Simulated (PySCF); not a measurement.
# C2H6AlFO2: the cost of one run

Programs: PySCF 2.14.0, with density-fitted response routines of our own. Each step states its level of theory. These are calculated values for one molecule in the gas phase, unless marked as measured. Atoms are numbered from 0 throughout.

## 1. The starting structure

12 atoms, charge 0, multiplicity 1; geometry from: PBE0-D3(BJ)/def2-SVP.

Bonds of the start (Å): C0–O1 1.39, O1–Al2 1.68, Al2–F3 1.66, Al2–O4 1.68, O4–C5 1.39, C0–H6 1.10, C0–H7 1.11, C0–H8 1.10, C5–H9 1.10, C5–H10 1.11, C5–H11 1.10.

## 2. Shielding tensors: PBE0/6-31G*

What the job is given:

```
{"job": {"kind": "nmr", "xc": "PBE0", "basis": "6-31G*", "pop": true}, "charge": 0, "multiplicity": 1}
C     -2.390277    -0.675446     0.371287
O     -1.049234    -0.332532     0.250043
Al    -0.069471     1.031057     0.261390
F     -0.711120     2.536723     0.511881
O      1.585174     0.917843     0.015525
C      2.535697    -0.077771    -0.175575
H     -2.536840    -1.375867     1.212164
H     -3.044386     0.198367     0.545765
H     -2.745679    -1.181517    -0.543618
H      3.118664     0.118454    -1.092387
H      2.091786    -1.085789    -0.268864
H      3.248401    -0.101616     0.667742
```

Level: GIAO PBE0/6-31G* NMR shielding, non-relativistic, gas phase.

Started as:

```sh
OMP_NUM_THREADS=1 python probes_run.py task.json out
```

The driver reads the jobs from task.json and runs them one after another.

Q: Estimate the wall time and peak memory of this first job on 1 thread of Arm Neoverse V2, shared host.

About 7.4 s, with a peak of 0.53 GiB.
